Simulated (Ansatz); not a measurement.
What does this script print? It uses Ansatz 0.2.0, Python API.

The script reads `c2h6bs.xyz`:
```text
10

C    -0.93730    1.43070    0.38400
B    -0.45730    0.69650   -0.90460
S     1.28860    0.06220   -0.96920
C     0.97530   -1.55230   -0.25220
H    -0.91640    0.81060    1.24540
H    -0.37180    2.40070    0.53520
H    -2.01640    1.77120    0.21410
H     0.21270   -2.07360   -0.90790
H     0.47930   -1.42440    0.81180
H     1.82640   -2.17280   -0.15360
```

`field.py`
```python
'''Response of C2H6BS to a pair of distant point charges.'''

import ansatz as az
import numpy as np

BASIS = 'def2-SVP'
FUNCTIONAL = 'pbe0'

c2h6bs = az.Crystal.molecule_from_extxyz('c2h6bs.xyz')

model = (
    c2h6bs.calculation()
    .basis(gaussian=BASIS)
    .functional(FUNCTIONAL)
    .spin('collinear', total=1)
    .forces()
)
# charges +q and -q at -R and +R make a nearly even field 2 k q / R^2 at the centre
centre = np.mean([site.position_ang for site in c2h6bs.cartesian_sites], axis=0)
field = 2 * 14.399645 * 3.0 / 40.0 ** 2


def dipole(axis, sign):
    arm = 40.0 * np.eye(3)[axis]
    pair = [{'charge': sign * 3.0, 'position_ang': (centre - arm).tolist()}, {'charge': -sign * 3.0, 'position_ang': (centre + arm).tolist()}]
    deck = model.input().set(az.key.basis.gaussian.point_charges, pair)
    return np.array(az.Session.from_dict(deck).plan().execute().report['charge_distribution']['dipole_moment_e_ang'])


print(f'field {field:.4f} V/A')
alpha = np.array([(dipole(axis, 1) - dipole(axis, -1)) / (2 * field) * 14.399645 for axis in range(3)])
print('polarisability tensor (A^3)')
print(np.array2string(alpha, precision=3, suppress_small=True))
print(f'mean {np.trace(alpha) / 3:.3f} A^3 = {np.trace(alpha) / 3 / 0.14818471:.2f} bohr^3')
```

`python field.py` gives:
```text
field 0.0540 V/A
polarisability tensor (A^3)
[[ 8.364 -1.491 -0.271]
 [-1.487  8.87  -0.304]
 [-0.269 -0.312  6.747]]
mean 7.994 A^3 = 53.94 bohr^3
```

Reading the output:
- The geometry is a force-field or estimated start, not a minimum of this method, and the basis set is short of its limit. The field of two point charges is only nearly even.
- The species is open-shell (spin multiplicity 2).
- Without diffuse functions polarisabilities are unreliable, as a rule too low, and they change with the bond lengths of this unrelaxed start.
- Run time: 42 s on 1 thread of Arm Neoverse V2 (shared host), peak memory 0.29 GiB.

(Lines on the test bed's own set-up are left out of the output.)
